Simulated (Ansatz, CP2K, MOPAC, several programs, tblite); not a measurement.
Energy against volume for InGa3As4 as one 8-atom ordering (Pmm2) on the zincblende lattice, at fixed shape and fractional coordinates, computed by several methods (PBE and r2SCAN, where shown, with plane waves in Ansatz); the cell shown is that of r2SCAN. With free coordinates or axes held, a curve is too stiff, and on another method's shape its minimum isn't the method's own volume. Space group Pmm2 (No. 25), orthorhombic; conventional cell a = 4.080 Å, b = 8.175 Å, c = 5.779 Å, 24.10 Å³ an atom. Ga has 4 As at 2.46–2.48 Å; As has 3 Ga at 2.45–2.47 Å and 1 In at 2.62 Å; Ga has 4 As at 2.45–2.48 Å; As has 4 Ga at 2.48 Å; In has 4 As at 2.60–2.62 Å; As has 2 Ga at 2.46 Å and 2 In at 2.60 Å. These are computed values for a spin-unpolarised cell that may be hypothetical; none is a measurement. Energies count from each curve's lowest point; fits are third-order Birch-Murnaghan.

```cif
data_structure
_symmetry_space_group_name_H-M 'P 1'
_symmetry_Int_Tables_number 1
_cell_length_a 4.0802
_cell_length_b 8.1749
_cell_length_c 5.7794
_cell_angle_alpha 90.000
_cell_angle_beta 90.000
_cell_angle_gamma 90.000
_cell_volume 192.78
loop_
_atom_site_label
_atom_site_type_symbol
_atom_site_fract_x
_atom_site_fract_y
_atom_site_fract_z
_atom_site_occupancy
Ga1 Ga 0.00000 0.75822 0.99984 1
As1 As 0.50000 0.76276 0.24031 1
Ga2 Ga 0.50000 0.00000 0.49804 1
As2 As 0.00000 0.00000 0.74130 1
Ga3 Ga 0.00000 0.24178 0.99984 1
As3 As 0.50000 0.23724 0.24031 1
In1 In 0.50000 0.50000 0.50042 1
As4 As 0.00000 0.50000 0.77994 1
```

PBE, on the shape of its own relaxed cell:
```
V (Å³/atom)  E (meV/atom)
     23.610         17.73
     24.364          4.26
     25.117          0.00
     25.871          3.75
     26.624         14.32
```
V₀ = 25.12 Å³ an atom and B₀ = 56 GPa.

**Question.** PM7 (MOPAC), on the shape of the cell shown, as a cluster of 32 atoms at the zone centre, gives
```
V (Å³/atom)  E (meV/atom)
     21.205        129.14
     22.651         25.72
     24.097          0.00
     25.543         30.68
     26.989        102.44
```
What equilibrium volume and bulk modulus follow?

**Answer.** V₀ = 23.96 Å³ an atom and B₀ = 106 GPa.

GFN2-xTB (tblite), on the shape of the cell shown, as a cluster of 32 atoms at the zone centre:

| V (Å³/atom) | E (meV/atom) |
| --- | --- |
| 21.205 | 375.96 |
| 22.651 | 224.13 |
| 24.097 | 127.24 |
| 25.543 | 69.12 |
| 26.989 | 0.00 |

The lowest point is an end point, so the minimum isn't bracketed.

PBE/SZV (CP2K), on the shape of the cell shown:
```tsv
V (Å³/atom)	E (meV/atom)
21.205	249.84
22.651	111.71
24.097	34.14
25.543	1.42
26.989	0.00
```
The lowest point is an end point, so the minimum isn't bracketed.

PBE/DZVP (CP2K), on the shape of the cell shown:
```tsv
V (Å³/atom)	E (meV/atom)
21.205	171.25
22.651	66.47
24.097	14.21
25.543	0.00
26.989	12.78
```
V₀ = 25.50 Å³ an atom and B₀ = 53 GPa.
